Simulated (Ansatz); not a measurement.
## C2H8OSSi, SMILES CC(O)([SiH3])S: a single point in a Gaussian basis

Run with the Python package of Ansatz (0.2.0).

Script `energy.py`:
```python
"""Electronic structure of the C2H8OSSi molecule."""

from pathlib import Path
import warnings

import ansatz as az


def main() -> None:
    warnings.simplefilter("ignore", az.DeckWarning)

    molecule = (
        az.Crystal.molecule()
        .atom("C", (-1.178, 0.3716, 0.8167))
        .atom("C", (0.0327, 0.3281, -0.0644))
        .atom("O", (-0.1611, 1.2707, -1.1485))
        .atom("Si", (0.5098, -1.4486, -0.6123))
        .atom("S", (1.463, 0.8964, 0.9287))
        .atom("H", (-2.1097, 0.128, 0.2272))
        .atom("H", (-1.1485, -0.2203, 1.6984))
        .atom("H", (-1.3841, 1.4641, 1.1199))
        .atom("H", (0.0351, 2.1608, -0.6954))
        .atom("H", (-0.6517, -2.0045, -1.4396))
        .atom("H", (0.5571, -2.3536, 0.5957))
        .atom("H", (1.7327, -1.5007, -1.3576))
        .atom("H", (2.3232, 0.8732, -0.0539))
    )

    job = (
        molecule.calculation()
        .basis(gaussian="def2-TZVP")
        .functional("PBE")
        .orbitals()
    )
    result = job.run(runs_dir="out")
    data = result.report

    for key in ("converged", "free_energy_ev", "reference_energy_ev", "n_frozen", "n_occupied", "n_virtual"):
        print(f"{key:22s} {data[key]}")

    field = data["mean_field"]
    print("<S^2> =", round(abs(field["state"]["spin_squared"]), 4), " relativity:", field["relativity"])
    print("passes:", field["passes"])
    if "symmetry" in field:
        print("occupied orbitals by irrep:", field["symmetry"]["occupied"])

    lines = Path(data["orbitals_path"]).read_text().splitlines()
    field_of = lambda key: [line.split("=")[1].strip() for line in lines if line.startswith(key)]
    orbitals = [(27.211386 * float(e), s, float(n)) for e, s, n in zip(field_of("Ene="), field_of("Spin="), field_of("Occup="))]
    homo = max(e for e, _, n in orbitals if n > 0.5)
    lumo = min(e for e, _, n in orbitals if n < 0.5)
    for e, spin, n in sorted(orbitals):
        if homo - 10 < e < lumo + 5:
            print(f"{spin:6s} {e:10.3f} eV  occupation {n:.0f}")


if __name__ == "__main__":
    main()
```

`python energy.py` gives:
```text
converged              True
free_energy_ev         -22952.1000430146
reference_energy_ev    -22952.1000430146
n_frozen               0
n_occupied             [29, 29]
n_virtual              [186, 186]
<S^2> = 0.0  relativity: none
passes: {'evaluations': 18, 'products': 12}
occupied orbitals by irrep: [{'A': 29}, {'A': 29}]
Alpha     -15.039 eV  occupation 2
Alpha     -13.115 eV  occupation 2
Alpha     -12.589 eV  occupation 2
Alpha     -10.967 eV  occupation 2
Alpha     -10.715 eV  occupation 2
Alpha     -10.011 eV  occupation 2
Alpha      -9.319 eV  occupation 2
Alpha      -9.048 eV  occupation 2
Alpha      -8.532 eV  occupation 2
Alpha      -8.224 eV  occupation 2
Alpha      -7.254 eV  occupation 2
Alpha      -6.886 eV  occupation 2
Alpha      -5.898 eV  occupation 2
Alpha      -1.018 eV  occupation 0
Alpha      -0.052 eV  occupation 0
Alpha       0.215 eV  occupation 0
Alpha       0.322 eV  occupation 0
Alpha       0.481 eV  occupation 0
Alpha       0.638 eV  occupation 0
Alpha       1.324 eV  occupation 0
Alpha       1.716 eV  occupation 0
Alpha       1.898 eV  occupation 0
Alpha       2.291 eV  occupation 0
Alpha       2.589 eV  occupation 0
Alpha       2.743 eV  occupation 0
Alpha       3.936 eV  occupation 0
```

The settings weren't tested for convergence. The geometry is a force-field or estimated start, not a minimum of this method, and the basis set is short of its limit. Alpha marks a spatial orbital of a restricted run, filled by both spins. Levels such as HOMO and LUMO are orbital energies: with these approximate functionals they aren't the ionisation energy and electron affinity, and their gap isn't the fundamental gap. Run time: 5.6 s on 1 thread of Intel(R) Xeon(R) Platinum 8488C (Sapphire Rapids), with other jobs on the host, peak memory 0.34 GiB.

(Lines on the test bed's own set-up are left out of the output.)
